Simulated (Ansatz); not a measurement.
**C6H9B: small, medium and large basis sets**

The task here is to estimate one member of a computed series from the others.

Method: one geometry, several basis sets; program: Ansatz 0.2.0, Gaussian basis.

Levels to be run: PBE0-D4/def2-SVP; ωB97M-V/def2-SVP; PBE0-D4/def2-QZVPP; ωB97M-V/def2-QZVPP; the functionals' def2-TZVPP values are taken from earlier runs.

## The geometry

All runs share one geometry, relaxed beforehand with PBE0-D4 in a triple-zeta def2 set.

SMILES `C=CB(C=C)C=C`, 16 atoms, charge 0, spin multiplicity 1.

Atoms are counted from 1 here; the program's logs count them from 0.

Bond lengths: C1–C2 1.336 Å, C1–H8 1.086 Å, C1–H9 1.086 Å, C2–B3 1.555 Å, C2–H10 1.089 Å, B3–C4 1.555 Å, B3–C6 1.555 Å, C4–C5 1.336 Å, C4–H11 1.089 Å, C5–H12 1.086 Å, C5–H13 1.086 Å, C6–C7 1.336 Å, C6–H14 1.089 Å, C7–H15 1.086 Å, C7–H16 1.086 Å. Angles: C2–C1–H8 121.9°, C2–C1–H9 122.4°, H8–C1–H9 115.7°, C1–C2–B3 124.1°, C1–C2–H10 116.0°, B3–C2–H10 119.8°, C2–B3–C4 120.0°, C2–B3–C6 120.0°, C4–B3–C6 120.0°, B3–C4–C5 124.1°, B3–C4–H11 119.8°, C5–C4–H11 116.0°, C4–C5–H12 122.4°, C4–C5–H13 121.9°, H12–C5–H13 115.7°, B3–C6–C7 124.1°, B3–C6–H14 119.8°, C7–C6–H14 116.0° and more.

Coordinates:

```
C     1.1780   -1.4277    1.7624
C     1.2442   -0.5400    0.7664
B     0.0149   -0.0537   -0.0527
C     0.1757    1.0953   -1.0883
C     1.2931    1.8095   -1.2483
C    -1.3756   -0.7156    0.1645
C    -2.5086   -0.2794   -0.3926
H     0.2392   -1.8822    2.0639
H     2.0542   -1.7360    2.3260
H     2.2337   -0.1416    0.5460
H    -0.6615    1.3672   -1.7299
H     1.3687    2.6175   -1.9706
H     2.1835    1.6214   -0.6561
H    -1.4666   -1.5832    0.8167
H    -2.5276    0.5804   -1.0552
H    -3.4681   -0.7544   -0.2080
```

Set-up of the first run:

File in.yaml:

```yaml
crystal:
  periodic: [false, false, false]
  atoms:
    - {symbol: C, position_ang: [1.178016, -1.427706, 1.762368]}
    - {symbol: C, position_ang: [1.244169, -0.540047, 0.766439]}
    - {symbol: B, position_ang: [0.014850, -0.053738, -0.052684]}
    - {symbol: C, position_ang: [0.175739, 1.095305, -1.088299]}
    - {symbol: C, position_ang: [1.293136, 1.809462, -1.248278]}
    - {symbol: C, position_ang: [-1.375637, -0.715551, 0.164533]}
    - {symbol: C, position_ang: [-2.508585, -0.279417, -0.392599]}
    - {symbol: H, position_ang: [0.239247, -1.882217, 2.063890]}
    - {symbol: H, position_ang: [2.054166, -1.736047, 2.325989]}
    - {symbol: H, position_ang: [2.233741, -0.141630, 0.546003]}
    - {symbol: H, position_ang: [-0.661537, 1.367215, -1.729868]}
    - {symbol: H, position_ang: [1.368738, 2.617455, -1.970642]}
    - {symbol: H, position_ang: [2.183476, 1.621352, -0.656114]}
    - {symbol: H, position_ang: [-1.466613, -1.583247, 0.816749]}
    - {symbol: H, position_ang: [-2.527587, 0.580419, -1.055241]}
    - {symbol: H, position_ang: [-3.468117, -0.754410, -0.208046]}
basis:
  gaussian: {orbitals: def2-SVP}
hamiltonian: {xc: pbe0, dispersion: d4}
output: {orbitals: {seedname: orbitals}}
```

On the command line:

```sh
$ ansatz run in.yaml --threads 2 --pin off --events-out ev --progress --plain --max-ram 32768MiB --backend cpu
```

Among the steps run: PBE0-D4 in def2-SVP; ωB97M-V in def2-SVP; PBE0-D4 in def2-QZVPP; ωB97M-V in def2-QZVPP.

One of the session's tables, all rows but one given; the rest of the session is left out.

| functional | basis | HOMO (eV) | LUMO (eV) |
| --- | --- | --- | --- |
| PBE0-D4 | def2-SVP | -7.65 | -2.04 |
| PBE0-D4 | def2-TZVPP | -7.71 | -2.14 |
| PBE0-D4 | def2-QZVPP | -7.72 | -2.16 |
| ωB97M-V | def2-SVP | ? | ? |
| ωB97M-V | def2-TZVPP | -9.91 | -0.15 |
| ωB97M-V | def2-QZVPP | -9.92 | -0.19 |

Q: Estimate the row for ωB97M-V, def2-SVP from the others.

As computed: HOMO (eV): -9.85; LUMO (eV): -0.02. In the column «HOMO (eV)» it lies between ωB97M-V, def2-TZVPP (-9.91) and PBE0-D4, def2-QZVPP (-7.72).
